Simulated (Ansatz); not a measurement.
# AlOs: how the settings move a single-point run

Aim: see which settings change the result for AlOs, by how much, and at what cost.

Computed with Ansatz 0.2.0 (reference: DFT, LDA, all-electron LAPW, scalar-relativistic, unless a step's input says otherwise).

### Step 1. The starting structure

The structure is trigonal, space group R3m (No. 160). The conventional cell has a = 4.240 Å, b = 4.240 Å, c = 5.193 Å, α = 90.00°, β = 90.00°, γ = 120.00°. Al (site symmetry 3m) has 4 Os at 2.34 to 2.52 Å in its first shell of neighbours. Os (site symmetry 3m) has 4 Al at 2.34 to 2.52 Å in its first shell of neighbours.

As a file:

```cif
data_structure
_symmetry_space_group_name_H-M 'P 1'
_symmetry_Int_Tables_number 1
_cell_length_a 2.9979
_cell_length_b 2.9979
_cell_length_c 2.9979
_cell_angle_alpha 90.000
_cell_angle_beta 90.000
_cell_angle_gamma 90.000
_cell_volume 26.94
loop_
_atom_site_label
_atom_site_type_symbol
_atom_site_fract_x
_atom_site_fract_y
_atom_site_fract_z
_atom_site_occupancy
Al1 Al 0.02500 0.02500 0.02500 1
Os1 Os 0.47500 0.47500 0.47500 1
```

### Step 2. The reference run

Input file input.yaml:

```yaml
crystal:
  lattice:
    - [2.99791198, 0.0, 0.0]
    - [0.0, 2.99791198, 0.0]
    - [0.0, 0.0, 2.99791198]
  atoms:
    - { symbol: Al, position: [0.025, 0.025, 0.025] }
    - { symbol: Os, position: [0.475, 0.475, 0.475] }
kpoints:
  mp_grid: { grid: [10, 10, 10] }
scf:
  occupations: { method: fermi_dirac, width: 0.05 }
hamiltonian:
  xc: lda
  pseudopotentials: { kind: all_electron, lapw: { basis_error: 0.001 } }
output:
  forces: true
  stress: true
  eigenvalues: true
  populations: true
```

On the command line:

```bash
> ansatz run input.yaml --threads 1 --pin off --max-ram 2048MiB --backend cpu --events-out ev --progress --plain --runs-dir out
```

### Step 3. Changing settings: mixing.algorithm anderson, mixing.beta 0.2, mixing.ndim 4, xc_grid 1

input.yaml: that of step 2 with these lines changed.

```diff
@@ -12,2 +12,3 @@
   occupations: { method: fermi_dirac, width: 0.05 }
+  mixing: { algorithm: anderson, beta: 0.2, ndim: 4 }
 hamiltonian:
@@ -20 +21,3 @@
   populations: true
+basis:
+  xc_grid: 1
```

**Question.** What will these runs give? Wanted: for each run, ending; energy change; pressure; gap; force.

**Answer**, as computed:

```tsv
run	ending	energy change	pressure (GPa)	gap (eV)	force (eV/Å)	cycles	time
reference	converged	0	0.0	0.00	2.57	9	70 s
1: mixing.algorithm anderson, mixing.beta 0.2, mixing.ndim 4, xc_grid 1	converged	0.0 meV/atom	0.0	0.00	2.57	17	1.8 min
```

Residual by cycle in the longest SCF loop of each run; runs are numbered as in the table. The quantity is the density residual dr2, in eV.

```tsv
cycle	reference	run 1
1	0.306	0.306
2	0.206	0.257
4	0.00984	0.0178
5	2.6e-4	0.0018
7	1.3e-5	1.4e-4
8	5.1e-7	1.1e-4
10	-	2.0e-5
11	-	5.5e-6
13	-	1.2e-6
14	-	4.0e-7
16	-	1.2e-7
17	-	6.4e-8
```

What this shows: The changed input (mixing and numerical grids) leaves the energy the same to the digits printed. Cost: 17 SCF cycles against 9, 1.8 min against 70 s.
